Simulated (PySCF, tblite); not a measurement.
# C4H3FOS: dynamics, then NMR shifts on frames

Aim: move C4H3FOS (`Oc1ccc(F)s1`) away from its starting geometry and see how NMR shifts follow the geometry.

The runs use tblite 0.8.0 and PySCF 2.14.0, with density-fitted response routines of our own; the level of theory stands in each step. All values are computed, except where a source is named. Atoms are numbered from 0 throughout.

## Step 1: Starting geometry

10 atoms, charge 0, multiplicity 1; geometry from: GFN2-xTB.

Bonds of the start (Å): O0–C1 1.35, C1–C2 1.36, C2–C3 1.42, C3–C4 1.35, C4–F5 1.33, C4–S6 1.74, S6–C1 1.75, O0–H7 0.96, C2–H8 1.07, C3–H9 1.07.

## Step 2: Thermal motion with GFN2-xTB

What the job is given:

```
{"job": {"kind": "md", "xc": "GFN2-xTB", "basis": "xTB", "temperature": 300, "steps": 2000, "every": 50, "frames": 5}, "charge": 0, "multiplicity": 1}
O      2.365422     0.148442     0.049646
C      1.021282     0.133422    -0.006788
C      0.215146    -0.897842     0.352218
C     -1.162045    -0.609139     0.178195
C     -1.362092     0.634076    -0.308577
F     -2.531336     1.214806    -0.584136
S      0.111833     1.512621    -0.577901
H      2.716903     0.992213    -0.256279
H      0.591430    -1.830073     0.726956
H     -1.957661    -1.293872     0.404138
```

With the program's defaults for keys left out, this is: GFN2-xTB Langevin dynamics, gas phase.

Run with:

```bash
$ OMP_NUM_THREADS=1 python probes_run.py task.json out
```

One launch serves the whole session: the jobs run in the order shown.

Log:

```text
t/fs     T/K      E/eV
    0.0   254.2   -601.62186
   25.0   158.2   -601.46947
   50.0   213.6   -601.40396
   75.0   312.2   -601.40644
  100.0   202.8   -601.32218
  125.0   254.9   -601.32387
  150.0   190.7   -601.31617
  175.0   234.8   -601.32621
  200.0   228.8   -601.42765
  225.0   189.9   -601.36694
  250.0   217.8   -601.38761
  275.0   239.1   -601.46134
  300.0   212.6   -601.27482
  325.0   308.6   -601.31221
  350.0   280.3   -601.30432
  375.0   227.0   -601.36221
  400.0   188.2   -601.35137
  425.0   244.5   -601.34556
  450.0   366.7   -601.35669
  475.0   217.7   -601.00345
  500.0   382.4   -601.32965
  525.0   430.5   -601.22673
  550.0   390.3   -601.21454
  575.0   268.8   -601.09398
  600.0   496.0   -601.27623
  625.0   564.5   -601.23479
  650.0   183.2   -600.96417
  675.0   429.8   -601.36894
  700.0   373.1   -601.27040
  725.0   294.5   -601.17813
  750.0   314.0   -601.24680
  775.0   393.2   -601.22023
  800.0   406.9   -601.29102
  825.0   485.8   -601.26724
  850.0   403.2   -601.13494
  875.0   403.3   -601.09187
  900.0   379.0   -601.18376
  925.0   395.5   -601.20845
  950.0   324.9   -601.18454
  975.0   356.8   -601.20928
 1000.0   381.7   -601.40666
```

Wall time 7.8 s (1 thread of Intel Xeon 6975P-C, shared host); peak memory 0.18 GiB.

Distance from the start (root mean square after alignment): 0 fs 0.00 Å, 200 fs 0.08 Å, 400 fs 0.09 Å, 600 fs 0.10 Å, 800 fs 0.10 Å, 1000 fs 0.10 Å.

Positions (Å) and forces (eV/Å) at 1000 fs:

```xyz
10

O     1.454    0.284   -0.768    0.753   -0.398   -0.578
C     0.272    0.345   -0.178   -0.522    1.170    0.873
C    -0.244   -0.696    0.512   -0.756    0.804    0.216
C    -1.439   -0.371    1.224    0.343    0.894   -0.536
C    -1.786    0.954    1.084    1.294   -1.784   -0.408
F    -2.899    1.471    1.538   -0.655    0.713    0.348
S    -0.641    1.868    0.107   -0.021   -1.063   -0.055
H     1.832    1.093   -1.112   -0.253    0.437   -0.041
H     0.270   -1.615    0.453    0.007   -0.805    0.197
H    -1.972   -1.080    1.824   -0.189    0.031   -0.015
```

## Step 3: NMR shieldings: 250 fs, PBE0/pcSseg-1

What the job is given:

```
{"job": {"kind": "nmr", "xc": "PBE0", "basis": "pcSseg-1", "pop": false}, "charge": 0, "multiplicity": 1}
O      2.246100     0.130000    -0.429800
C      0.956700     0.079400    -0.162800
C      0.255900    -0.955300     0.419800
C     -1.154500    -0.696100     0.473200
C     -1.509900     0.528900    -0.047700
F     -2.653800     1.094300    -0.318300
S     -0.108800     1.318600    -0.733900
H      2.509800     0.904800    -0.902900
H      0.743200    -1.831800     0.777500
H     -1.867000    -1.257100     1.098300
```

With the program's defaults for keys left out, this is: GIAO PBE0/pcSseg-1 NMR shielding, non-relativistic, gas phase.

Log:

```text
coarse grid: 10000 points
cycle   1  E = -726.7431562782  dE =  1.476e+00  |g| = 7.007e-01  |ddm| = 3.267e+00
cycle   2  E = -726.6301995457  dE =  1.130e-01  |g| = 1.020e+00  |ddm| = 1.205e+00
cycle   3  E = -726.8302348882  dE = -2.000e-01  |g| = 1.257e-01  |ddm| = 8.623e-01
cycle   4  E = -726.8335976594  dE = -3.363e-03  |g| = 6.652e-02  |ddm| = 1.975e-01
cycle   5  E = -726.8346058908  dE = -1.008e-03  |g| = 1.561e-02  |ddm| = 6.797e-02
cycle   6  E = -726.8346618600  dE = -5.597e-05  |g| = 4.383e-03  |ddm| = 1.900e-02
cycle   7  E = -726.8346653938  dE = -3.534e-06  |g| = 2.188e-03  |ddm| = 5.339e-03
final grid: 95512 points
cycle   8  E = -726.8939924175  dE = -2.307e-05  |g| = 7.571e-03  |ddm| = 2.521e-02
cycle   9  E = -726.8939813645  dE =  1.105e-05  |g| = 1.031e-02  |ddm| = 1.452e-02
cycle  10  E = -726.8940047020  dE = -2.334e-05  |g| = 6.664e-04  |ddm| = 8.996e-03
cycle  11  E = -726.8940047792  dE = -7.727e-08  |g| = 2.884e-04  |ddm| = 8.256e-04
cycle  12  E = -726.8940047945  dE = -1.531e-08  |g| = 6.527e-05  |ddm| = 2.627e-04
cycle  13  E = -726.8940047953  dE = -7.751e-10  |g| = 3.290e-05  |ddm| = 8.553e-05
cycle  14  E = -726.8940047956  dE = -3.054e-10  |g| = 3.813e-06  |ddm| = 3.891e-05
converged SCF energy = -726.8940047956

GIAO shielding tensors (ppm)
atom      isotropic    diamagn.    paramagn.     s11        s22        s33       span
  0 O      237.353     385.105    -147.752    187.852    255.879    268.327     80.475
  1 C       29.396     257.718    -228.323    -48.610     45.430     91.367    139.977
  2 C       83.677     251.501    -167.825     17.726     87.428    145.877    128.151
  3 C       75.046     254.463    -179.418      7.615     74.336    143.185    135.570
  4 C       23.351     257.059    -233.709    -42.681     52.479     60.253    102.934
  5 F      318.707     470.147    -151.440    271.858    287.867    396.397    124.539
  6 S      326.215    1056.999    -730.784    215.493    377.781    385.371    169.878
  7 H       27.898      31.814      -3.915     19.310     26.664     37.721     18.411
  8 H       25.860      30.556      -4.696     22.701     24.962     29.916      7.215
  9 H       25.087      28.338      -3.251     22.119     23.801     29.342      7.223
```

It took 9.3 s on 1 thread of Intel Xeon 6975P-C, shared host; peak memory 0.68 GiB.

Shifts follow as δ = σ(reference) − σ, with reference shieldings (ppm) from runs at the same level and on the same kind of geometry: 1H TMS 31.72, 13C TMS 186.9, 19F CFCl3 170.9, 17O H2O 336.1, 33S CS2 504. The references are single molecules in the gas phase, so shifts against H2O, NH3, PH3, H3PO4 or CFCl3 are not on the usual liquid scales and can be off by tens of ppm. Each atom is listed at this fixed geometry, with no averaging over motion; a spectrum would average atoms that exchange fast.

| atoms | environment | σ (ppm) | δ (ppm) |
| --- | --- | --- | --- |
| C4 | aromatic carbon bearing fluorine | 23.4 | 163.6 |
| C1 | aromatic carbon bearing oxygen | 29.4 | 157.5 |
| C3 | aromatic CH | 75.0 | 111.9 |
| C2 | aromatic CH | 83.7 | 103.2 |
| H9 | hydrogen on an aromatic CH | 25.09 | 6.63 |
| H8 | hydrogen on an aromatic CH | 25.86 | 5.86 |
| H7 | hydrogen on a phenol-type oxygen | 27.90 | 3.82 |
| O0 | phenol-type oxygen | 237.4 | 98.7 |
| F5 | aryl fluorine | 318.7 | -147.8 |
| S6 | aromatic ring sulfur | 326 | 178 |

Ring of atoms C1, C2, C3, C4, S6: NICS(0) -13.3, NICS(1) -9.1, NICS(1)zz -18.7 ppm (means of both faces).

## Step 4: Nuclear shieldings: 425 fs, PBE0/pcSseg-1

What the job is given:

```
{"job": {"kind": "nmr", "xc": "PBE0", "basis": "pcSseg-1", "pop": false}, "charge": 0, "multiplicity": 1}
O      2.346500     0.028400    -0.311800
C      0.998800    -0.026000    -0.292500
C      0.377200    -0.871300     0.575400
C     -1.040300    -0.764300     0.495700
C     -1.470500     0.200700    -0.316300
F     -2.701100     0.635500    -0.565100
S     -0.185100     1.170000    -0.964100
H      2.671500     0.792200    -0.790300
H      0.925000    -1.667900     1.071200
H     -1.661800    -1.505000     1.024000
```

Method: GIAO PBE0/pcSseg-1 NMR shielding, non-relativistic, gas phase.

Log:

```text
coarse grid: 10000 points
cycle   1  E = -726.7352509498  dE =  1.410e+00  |g| = 7.199e-01  |ddm| = 3.235e+00
cycle   2  E = -726.6119271073  dE =  1.233e-01  |g| = 1.065e+00  |ddm| = 1.311e+00
cycle   3  E = -726.8297646295  dE = -2.178e-01  |g| = 1.038e-01  |ddm| = 9.160e-01
cycle   4  E = -726.8320618570  dE = -2.297e-03  |g| = 5.395e-02  |ddm| = 1.707e-01
cycle   5  E = -726.8326889432  dE = -6.271e-04  |g| = 1.817e-02  |ddm| = 6.389e-02
cycle   6  E = -726.8327664815  dE = -7.754e-05  |g| = 4.484e-03  |ddm| = 2.096e-02
cycle   7  E = -726.8327705101  dE = -4.029e-06  |g| = 1.973e-03  |ddm| = 5.069e-03
final grid: 95512 points
cycle   8  E = -726.8925663870  dE = -2.169e-05  |g| = 8.395e-03  |ddm| = 2.430e-02
cycle   9  E = -726.8925485347  dE =  1.785e-05  |g| = 1.224e-02  |ddm| = 1.752e-02
cycle  10  E = -726.8925816014  dE = -3.307e-05  |g| = 9.102e-04  |ddm| = 1.118e-02
cycle  11  E = -726.8925817560  dE = -1.546e-07  |g| = 3.614e-04  |ddm| = 1.178e-03
cycle  12  E = -726.8925817852  dE = -2.918e-08  |g| = 9.212e-05  |ddm| = 4.015e-04
cycle  13  E = -726.8925817867  dE = -1.573e-09  |g| = 4.444e-05  |ddm| = 1.177e-04
cycle  14  E = -726.8925817872  dE = -4.620e-10  |g| = 6.701e-06  |ddm| = 4.676e-05
converged SCF energy = -726.8925817872

GIAO shielding tensors (ppm)
atom      isotropic    diamagn.    paramagn.     s11        s22        s33       span
  0 O      227.590     385.345    -157.755    178.272    243.746    260.751     82.479
  1 C       17.671     257.237    -239.566    -64.839     41.509     76.343    141.182
  2 C       75.051     253.258    -178.207      3.014     83.510    138.627    135.613
  3 C       80.592     255.086    -174.494     18.081     73.732    149.962    131.880
  4 C       28.682     255.403    -226.721    -33.226     55.772     63.501     96.727
  5 F      321.256     470.394    -149.137    262.629    315.824    385.316    122.688
  6 S      314.064    1055.687    -741.623    153.620    379.684    408.887    255.268
  7 H       27.996      30.858      -2.863     19.296     26.549     38.143     18.847
  8 H       25.222      30.480      -5.258     22.332     24.717     28.616      6.284
  9 H       25.256      28.795      -3.540     21.973     24.671     29.123      7.150
```

Wall time 8.7 s (1 thread of Intel Xeon 6975P-C, shared host); peak memory 0.71 GiB.

This run: δ C1 169.3, C4 158.2, C2 111.9, C3 106.3, H8 6.50, H9 6.46 ppm.

## Step 5: Shielding tensors: 625 fs, PBE0/pcSseg-1

What the job is given:

```
{"job": {"kind": "nmr", "xc": "PBE0", "basis": "pcSseg-1", "pop": false}, "charge": 0, "multiplicity": 1}
O      2.291700     0.156100    -0.333800
C      0.952500     0.000100     0.009600
C      0.501000    -1.066800     0.683900
C     -0.873500    -1.054800     0.794900
C     -1.335600     0.057700     0.176400
F     -2.664900     0.334100     0.028000
S     -0.214700     1.103700    -0.602400
H      2.424300     1.098700    -0.365500
H      1.193700    -1.876000     0.854600
H     -1.448300    -1.711200     1.426600
```

With the program's defaults for keys left out, this is: GIAO PBE0/pcSseg-1 NMR shielding, non-relativistic, gas phase.

Log:

```text
coarse grid: 10000 points
cycle   1  E = -726.7178774403  dE =  1.522e+00  |g| = 7.570e-01  |ddm| = 3.295e+00
cycle   2  E = -726.5594962032  dE =  1.584e-01  |g| = 1.166e+00  |ddm| = 1.511e+00
cycle   3  E = -726.8238334161  dE = -2.643e-01  |g| = 1.092e-01  |ddm| = 1.055e+00
cycle   4  E = -726.8262783901  dE = -2.445e-03  |g| = 5.775e-02  |ddm| = 1.714e-01
cycle   5  E = -726.8270029929  dE = -7.246e-04  |g| = 1.752e-02  |ddm| = 6.272e-02
cycle   6  E = -726.8270713373  dE = -6.834e-05  |g| = 4.482e-03  |ddm| = 1.993e-02
cycle   7  E = -726.8270757962  dE = -4.459e-06  |g| = 1.686e-03  |ddm| = 5.303e-03
final grid: 95512 points
cycle   8  E = -726.8878818569  dE = -2.106e-05  |g| = 1.054e-02  |ddm| = 2.652e-02
cycle   9  E = -726.8878489359  dE =  3.292e-05  |g| = 1.623e-02  |ddm| = 2.232e-02
cycle  10  E = -726.8879053032  dE = -5.637e-05  |g| = 1.024e-03  |ddm| = 1.434e-02
cycle  11  E = -726.8879054828  dE = -1.796e-07  |g| = 4.000e-04  |ddm| = 1.237e-03
cycle  12  E = -726.8879055156  dE = -3.275e-08  |g| = 8.818e-05  |ddm| = 3.738e-04
cycle  13  E = -726.8879055170  dE = -1.397e-09  |g| = 4.371e-05  |ddm| = 1.169e-04
cycle  14  E = -726.8879055175  dE = -5.168e-10  |g| = 5.309e-06  |ddm| = 5.274e-05
converged SCF energy = -726.8879055175

GIAO shielding tensors (ppm)
atom      isotropic    diamagn.    paramagn.     s11        s22        s33       span
  0 O      231.240     386.982    -155.742    176.569    246.661    270.490     93.921
  1 C       28.137     258.529    -230.392    -44.272     47.696     80.986    125.258
  2 C       79.385     253.582    -174.197      4.995     81.032    152.128    147.133
  3 C       79.162     255.831    -176.669     10.860     74.023    152.601    141.741
  4 C       18.133     253.774    -235.641    -41.650     41.036     55.012     96.662
  5 F      294.852     471.373    -176.520    226.260    314.524    343.774    117.514
  6 S      381.928    1056.237    -674.309    191.159    417.506    537.119    345.959
  7 H       28.857      31.627      -2.771     19.431     28.279     38.861     19.430
  8 H       25.228      30.171      -4.942     22.335     24.602     28.748      6.413
  9 H       25.215      29.661      -4.446     22.500     24.581     28.564      6.065
```

It took 8.9 s on 1 thread of Intel Xeon 6975P-C, shared host; peak memory 0.71 GiB.

This run: δ C4 168.8, C1 158.8, C3 107.8, C2 107.5, H9 6.50, H8 6.49 ppm.

## Step 6: Nuclear shieldings: 800 fs, PBE0/pcSseg-1

What the job is given:

```
{"job": {"kind": "nmr", "xc": "PBE0", "basis": "pcSseg-1", "pop": false}, "charge": 0, "multiplicity": 1}
O      1.927800     0.080800    -0.745900
C      0.809400     0.122000    -0.027000
C      0.386900    -0.718400     0.948200
C     -0.968600    -0.417700     1.347900
C     -1.583500     0.598300     0.644800
F     -2.865800     1.105200     0.723700
S     -0.448800     1.402100    -0.358200
H      2.155300     0.913400    -1.122900
H      0.965100    -1.511000     1.325700
H     -1.527100    -0.972100     2.136400
```

With the program's defaults for keys left out, this is: GIAO PBE0/pcSseg-1 NMR shielding, non-relativistic, gas phase.

Log:

```text
coarse grid: 10000 points
cycle   1  E = -726.7357096453  dE =  1.310e+00  |g| = 7.115e-01  |ddm| = 3.242e+00
cycle   2  E = -726.6151331597  dE =  1.206e-01  |g| = 1.063e+00  |ddm| = 1.228e+00
cycle   3  E = -726.8262487055  dE = -2.111e-01  |g| = 1.113e-01  |ddm| = 8.586e-01
cycle   4  E = -726.8286371637  dE = -2.388e-03  |g| = 6.663e-02  |ddm| = 1.792e-01
cycle   5  E = -726.8297120101  dE = -1.075e-03  |g| = 1.636e-02  |ddm| = 6.883e-02
cycle   6  E = -726.8297743257  dE = -6.232e-05  |g| = 4.039e-03  |ddm| = 1.908e-02
cycle   7  E = -726.8297774718  dE = -3.146e-06  |g| = 1.850e-03  |ddm| = 4.779e-03
final grid: 95512 points
cycle   8  E = -726.8902278727  dE = -2.136e-05  |g| = 8.999e-03  |ddm| = 2.432e-02
cycle   9  E = -726.8902069651  dE =  2.091e-05  |g| = 1.338e-02  |ddm| = 1.832e-02
cycle  10  E = -726.8902453538  dE = -3.839e-05  |g| = 9.471e-04  |ddm| = 1.158e-02
cycle  11  E = -726.8902455043  dE = -1.505e-07  |g| = 3.611e-04  |ddm| = 1.120e-03
cycle  12  E = -726.8902455303  dE = -2.602e-08  |g| = 8.522e-05  |ddm| = 3.260e-04
cycle  13  E = -726.8902455315  dE = -1.215e-09  |g| = 4.665e-05  |ddm| = 1.105e-04
cycle  14  E = -726.8902455321  dE = -5.964e-10  |g| = 5.990e-06  |ddm| = 5.477e-05
converged SCF energy = -726.8902455321

GIAO shielding tensors (ppm)
atom      isotropic    diamagn.    paramagn.     s11        s22        s33       span
  0 O      231.165     386.274    -155.109    175.817    243.126    274.553     98.736
  1 C       17.926     256.157    -238.232    -54.948     36.483     72.242    127.189
  2 C       83.191     251.184    -167.994     17.100     82.982    149.491    132.392
  3 C       70.020     254.500    -184.480     -1.257     76.977    134.341    135.598
  4 C       18.641     257.986    -239.345    -53.984     48.292     61.617    115.601
  5 F      303.834     470.723    -166.890    217.544    316.261    377.696    160.152
  6 S      296.923    1056.318    -759.395    170.008    308.397    412.364    242.357
  7 H       28.275      31.966      -3.691     19.677     26.968     38.179     18.502
  8 H       25.956      30.874      -4.918     23.146     25.114     29.607      6.461
  9 H       24.925      27.859      -2.934     21.683     23.740     29.353      7.670
```

Run time: 9.1 s. Hardware: 1 thread of Intel Xeon 6975P-C, shared host; peak memory 0.71 GiB.

Key values: δ C1 169.0, C4 168.3, C3 116.9, C2 103.7, H9 6.79, H8 5.76 ppm.

## Step 7: Nuclear shieldings: 1000 fs, PBE0/pcSseg-1

What the job is given:

```
{"job": {"kind": "nmr", "xc": "PBE0", "basis": "pcSseg-1", "pop": false}, "charge": 0, "multiplicity": 1}
O      1.454300     0.284500    -0.767800
C      0.272400     0.344700    -0.177700
C     -0.244200    -0.696300     0.511600
C     -1.438700    -0.371100     1.224500
C     -1.785900     0.953800     1.083600
F     -2.898700     1.471100     1.537600
S     -0.641000     1.868200     0.107000
H      1.831600     1.093400    -1.112200
H      0.270200    -1.614700     0.453000
H     -1.971500    -1.080200     1.824000
```

Method: GIAO PBE0/pcSseg-1 NMR shielding, non-relativistic, gas phase.

Log:

```text
coarse grid: 10000 points
cycle   1  E = -726.7358990905  dE =  1.436e+00  |g| = 7.254e-01  |ddm| = 3.248e+00
cycle   2  E = -726.6029178793  dE =  1.330e-01  |g| = 1.078e+00  |ddm| = 1.312e+00
cycle   3  E = -726.8308999899  dE = -2.280e-01  |g| = 1.282e-01  |ddm| = 9.407e-01
cycle   4  E = -726.8343960627  dE = -3.496e-03  |g| = 6.930e-02  |ddm| = 2.016e-01
cycle   5  E = -726.8354931464  dE = -1.097e-03  |g| = 1.704e-02  |ddm| = 7.167e-02
cycle   6  E = -726.8355603723  dE = -6.723e-05  |g| = 4.940e-03  |ddm| = 2.056e-02
cycle   7  E = -726.8355650638  dE = -4.692e-06  |g| = 2.293e-03  |ddm| = 5.899e-03
final grid: 95512 points
cycle   8  E = -726.8947759950  dE = -2.343e-05  |g| = 7.782e-03  |ddm| = 2.614e-02
cycle   9  E = -726.8947632060  dE =  1.279e-05  |g| = 1.075e-02  |ddm| = 1.541e-02
cycle  10  E = -726.8947893568  dE = -2.615e-05  |g| = 6.009e-04  |ddm| = 9.578e-03
cycle  11  E = -726.8947894214  dE = -6.459e-08  |g| = 2.784e-04  |ddm| = 7.984e-04
cycle  12  E = -726.8947894348  dE = -1.345e-08  |g| = 6.145e-05  |ddm| = 2.612e-04
cycle  13  E = -726.8947894355  dE = -6.735e-10  |g| = 2.984e-05  |ddm| = 7.554e-05
converged SCF energy = -726.8947894355

GIAO shielding tensors (ppm)
atom      isotropic    diamagn.    paramagn.     s11        s22        s33       span
  0 O      236.873     387.941    -151.068    195.961    255.243    259.416     63.455
  1 C       25.661     254.779    -229.118    -54.467     50.465     80.983    135.450
  2 C       80.679     252.553    -171.874      8.424     85.055    148.559    140.136
  3 C       73.386     254.208    -180.822      3.978     73.264    142.915    138.937
  4 C       21.271     258.402    -237.132    -51.529     53.604     61.737    113.266
  5 F      314.554     468.088    -153.534    270.398    288.617    384.645    114.247
  6 S      326.252    1055.115    -728.863    196.160    345.545    437.052    240.892
  7 H       27.823      31.165      -3.343     19.564     25.661     38.244     18.680
  8 H       25.809      31.927      -6.118     23.038     25.090     29.299      6.261
  9 H       25.432      29.545      -4.113     22.622     24.734     28.941      6.319
```

It took 8.5 s on 1 thread of Intel Xeon 6975P-C, shared host; peak memory 0.71 GiB.

Key values: δ C4 165.7, C1 161.3, C3 113.5, C2 106.2, H9 6.28, H8 5.91 ppm.

## Step 8: Side by side: NMR shifts

Shifts (ppm) of some atoms, chosen among heavy atoms and hydrogens apart, with basis size and wall time:

| frame | C4 | C1 | C3 | H8 | H7 | F5 | S6 | functions | time |
| --- | --- | --- | --- | --- | --- | --- | --- | --- | --- |
| 250 fs | 163.6 | 157.5 | 111.9 | 5.86 | 3.82 | -147.8 | 178 | 141 | 9.3 s |
| 425 fs | 158.2 | 169.3 | 106.3 | 6.50 | 3.72 | -150.3 | 190 | 141 | 8.7 s |
| 625 fs | 168.8 | 158.8 | 107.8 | 6.49 | 2.86 | -123.9 | 122 | 141 | 8.9 s |
| 800 fs | 168.3 | 169.0 | 116.9 | 5.76 | 3.44 | -132.9 | 207 | 141 | 9.1 s |
| 1000 fs | 165.7 | 161.3 | 113.5 | 5.91 | 3.89 | -143.6 | 177 | 141 | 8.5 s |

## Step 9: Outcome

| quantity | value |
| --- | --- |
| thermostat | 300 K |
| mean temperature, second half | 384 K |
| mean potential energy above the minimum | 0.40 eV |
| 13C shifts against TMS (PBE0/pcSseg-1, 250 fs) | 163.6, 157.5, 111.9, 103.2 ppm |
| 1H shifts against TMS (PBE0/pcSseg-1, 250 fs) | 6.63, 5.86, 3.82 ppm |
| 17O shifts against H2O (PBE0/pcSseg-1, 250 fs) | 98.7 ppm |
| 19F shifts against CFCl3 (PBE0/pcSseg-1, 250 fs) | -147.8 ppm |
| 33S shifts against CS2 (PBE0/pcSseg-1, 250 fs) | 178 ppm |
| range of the shift of S6 | 122 to 207 ppm |

In the second half the potential energy averages 0.40 eV above the minimum; equipartition over 24 harmonic modes at 300 K would give 0.31 eV. With 10 atoms the temperature swings widely (158 to 564 K). Shifts at one fixed geometry are not the observed spectrum, which averages over the motion. In the first frame run (250 fs): Shielding is most anisotropic at S6 (span 170 ppm, paramagnetic term -731 ppm). NICS(1)zz of -19 ppm above the planar ring from C1 marks a diatropic (aromatic) ring current. In ppm, S6 moves most: its shift spreads over 85 ppm, from 122 (625 fs) to 207 (800 fs).
